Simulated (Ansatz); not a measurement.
# C₆H₁₂O₂: up Jacob's ladder to CCSD(T)

An exercise on one series of results from a longer session: the logs are not shown, and one member is left open.

The runs use Ansatz 0.2.0, Gaussian basis; functionals in def2-TZVPP, the program's frozen cores in correlated methods.

The runs, in order: LDA (SPW92), PBE-D4, revPBE-D4, BLYP-D4, r2SCAN-D4, B97M-V, PBE0-D4, B3LYP-D4, r2SCANh-D4, r2SCAN0-D4, HSE06-D4, BHLYP-D4, CAM-B3LYP-D4, LC-ωPBE, ωB97X-V, ωB97M-V, B2PLYP, PBE-QIDH; CCSD(T)/def2-SVP; CCSD(T)/def2-TZVPP; MP2/def2-QZVPP; extrapolation to the limit; RPA on PBE.

**The relaxed structure**

An earlier PBE0-D4 in a triple-zeta def2 set relaxation fixed the geometry.

SMILES `CC(=O)OC(C)(C)C`, 20 atoms, charge 0, spin multiplicity 1.

Atoms are counted from 1 here; the program's logs count them from 0.

Bond lengths: C1–C2 1.501 Å, C1–H9 1.087 Å, C1–H10 1.092 Å, C1–H11 1.091 Å, C2–O3 1.203 Å, C2–O4 1.336 Å, O4–C5 1.458 Å, C5–C6 1.519 Å, C5–C7 1.518 Å, C5–C8 1.519 Å, C6–H12 1.092 Å, C6–H13 1.088 Å, C6–H14 1.092 Å, C7–H15 1.092 Å, C7–H16 1.092 Å, C7–H17 1.092 Å, C8–H18 1.092 Å, C8–H19 1.092 Å and more. Angles: C2–C1–H9 109.5°, C2–C1–H10 109.8°, C2–C1–H11 110.0°, H9–C1–H10 110.0°, H9–C1–H11 110.2°, H10–C1–H11 107.3°, C1–C2–O3 124.4°, C1–C2–O4 110.2°, O3–C2–O4 125.4°, C2–O4–C5 121.5°, O4–C5–C6 110.2°, O4–C5–C7 102.9°, O4–C5–C8 110.2°, C6–C5–C7 110.5°, C6–C5–C8 112.2°, C7–C5–C8 110.5°, C5–C6–H12 110.3°, C5–C6–H13 111.4° and more.

The first run:

Input file in.yaml:

```yaml
crystal:
  periodic: [false, false, false]
  atoms:
    - {symbol: C, position_ang: [2.550052, 0.351845, -1.468533]}
    - {symbol: C, position_ang: [1.427906, -0.372473, -0.783429]}
    - {symbol: O, position_ang: [1.360092, -1.568026, -0.669445]}
    - {symbol: O, position_ang: [0.525915, 0.500474, -0.326287]}
    - {symbol: C, position_ang: [-0.671670, 0.058886, 0.378830]}
    - {symbol: C, position_ang: [-1.529692, -0.802388, -0.532282]}
    - {symbol: C, position_ang: [-1.377829, 1.364119, 0.696287]}
    - {symbol: C, position_ang: [-0.290001, -0.664747, 1.658982]}
    - {symbol: H, position_ang: [3.285057, -0.367509, -1.820848]}
    - {symbol: H, position_ang: [2.159774, 0.929608, -2.308518]}
    - {symbol: H, position_ang: [3.015338, 1.057186, -0.777703]}
    - {symbol: H, position_ang: [-1.741204, -0.273901, -1.464663]}
    - {symbol: H, position_ang: [-1.040772, -1.747157, -0.761998]}
    - {symbol: H, position_ang: [-2.481538, -1.010928, -0.038599]}
    - {symbol: H, position_ang: [-2.306269, 1.164728, 1.234589]}
    - {symbol: H, position_ang: [-1.617453, 1.904263, -0.221601]}
    - {symbol: H, position_ang: [-0.745841, 2.001377, 1.317721]}
    - {symbol: H, position_ang: [-1.192463, -0.869123, 2.239522]}
    - {symbol: H, position_ang: [0.368114, -0.039079, 2.266254]}
    - {symbol: H, position_ang: [0.210784, -1.607654, 1.447924]}
basis:
  gaussian: {orbitals: def2-TZVPP}
hamiltonian: {xc: lda}
output: {orbitals: {seedname: orbitals}}
```

Command:

```console
> ansatz run in.yaml --threads 2 --pin off --events-out ev --progress --plain --max-ram 22528MiB --backend cuda --devices 0, --max-vram 18GiB
```

Steps of the session up to this table: LDA; PBE-D4 (GGA); revPBE-D4 (GGA); BLYP-D4 (GGA); r2SCAN-D4 (meta-GGA); B97M-V (meta-GGA); PBE0-D4 (hybrid); B3LYP-D4 (hybrid); r2SCANh-D4 (hybrid); r2SCAN0-D4 (hybrid); HSE06-D4 (hybrid); BHLYP-D4 (hybrid); CAM-B3LYP-D4 (range-separated); LC-ωPBE (range-separated); ωB97X-V (range-separated); ωB97M-V (range-separated); B2PLYP (double hybrid); PBE-QIDH (double hybrid).

One table of the session follows, with a row left open; its other results are not shown here.

It belongs to the step «Orbital energies across the functionals». 

```
  functional  HOMO (eV)  LUMO (eV)  gap (eV)
 LDA (SPW92)      -6.21      -0.94      5.27
      PBE-D4      -6.00      -0.67      5.33
   revPBE-D4      -5.92      -0.56      5.36
     BLYP-D4      -5.92      -0.57      5.35
   r2SCAN-D4      -6.32      -0.38      5.94
      B97M-V      -6.49      -0.29      6.19
     PBE0-D4      -7.65       0.48      8.13
    B3LYP-D4      -7.40       0.18      7.59
  r2SCANh-D4          ?          ?         ?
  r2SCAN0-D4      -7.88       0.66      8.54
    HSE06-D4      -7.24       0.09      7.33
    BHLYP-D4      -9.25       1.61     10.87
CAM-B3LYP-D4      -9.13       1.67     10.80
     LC-ωPBE     -10.43       2.95     13.38
     ωB97X-V     -10.12       2.85     12.97
     ωB97M-V     -10.08       2.41     12.49
```

Q: Estimate the row for r2SCANh-D4 from the others.

Worked estimate for «HOMO (eV)». Against the share of exact exchange, r2SCAN-D4 (0, -6.32), r2SCAN0-D4 (0.25, -7.88) give a slope of -6.24 per unit share; at 0.1 the line stands at -6.94.

**Answer.** HOMO (eV): -6.94; LUMO (eV): 0.04; gap (eV): 6.98. In «HOMO (eV)» the line misses by 0.00.
